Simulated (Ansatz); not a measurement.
# Bi: the cost of one run

Computed with Ansatz 0.2.0 (DFT PBEsol, scalar-relativistic, plane waves, PAW, unless a step's input says otherwise).

1 further run of the same task is left out (set aside as unsound or not needed).

### Step 1. The starting structure

Symmetry: R-3m, No. 166, trigonal system. Conventional cell: a = 4.546 Å, b = 4.546 Å, c = 11.862 Å, α = 90.00°, β = 90.00°, γ = 120.00°. Bi (site symmetry 3m) has 6 Bi at 3.07 to 3.53 Å as nearest neighbours.

As a file:

```
CELL_PARAMETERS angstrom
2.27300 1.31232 3.95400
-2.27300 1.31232 3.95400
0.00000 -2.62463 3.95400
ATOMIC_POSITIONS crystal
Bi 0.23389 0.23389 0.23389
Bi 0.76611 0.76611 0.76611
```

The structure comes from the Crystallography Open Database.

### Step 2. A distortion that keeps the symmetry

The change: strain xx, yy, zz, yz, xz, xy = -1.9, -1.9, +1.1, +0.0, +0.0, +0.0 %; atoms moved by 0.03 Å root mean square, at most 0.03 Å.

input.yaml reads:

```yaml
crystal:
  lattice:
    - [2.2292898946, 1.2870811207, 3.99658458]
    - [-2.2292898946, 1.2870811207, 3.99658458]
    - [0.0, -2.5741622414, 3.99658458]
  atoms:
    - { symbol: Bi, position: [0.2313609155, 0.2313609155, 0.2313609155] }
    - { symbol: Bi, position: [0.7686390845, 0.7686390845, 0.7686390845] }
basis:
  ecutwfc: 420
kpoints:
  mp_grid: { grid: [12, 12, 12] }
hamiltonian:
  xc: pbesol
scf:
  occupations: { method: gaussian, width: 0.1 }
output:
  forces: true
  stress: true
  eigenvalues: true
  populations: true
```

Q: Estimate wall time and peak memory on 1 thread of an x86-64 CPU, shared host.

About 11 s, with a peak of 0.52 GiB.
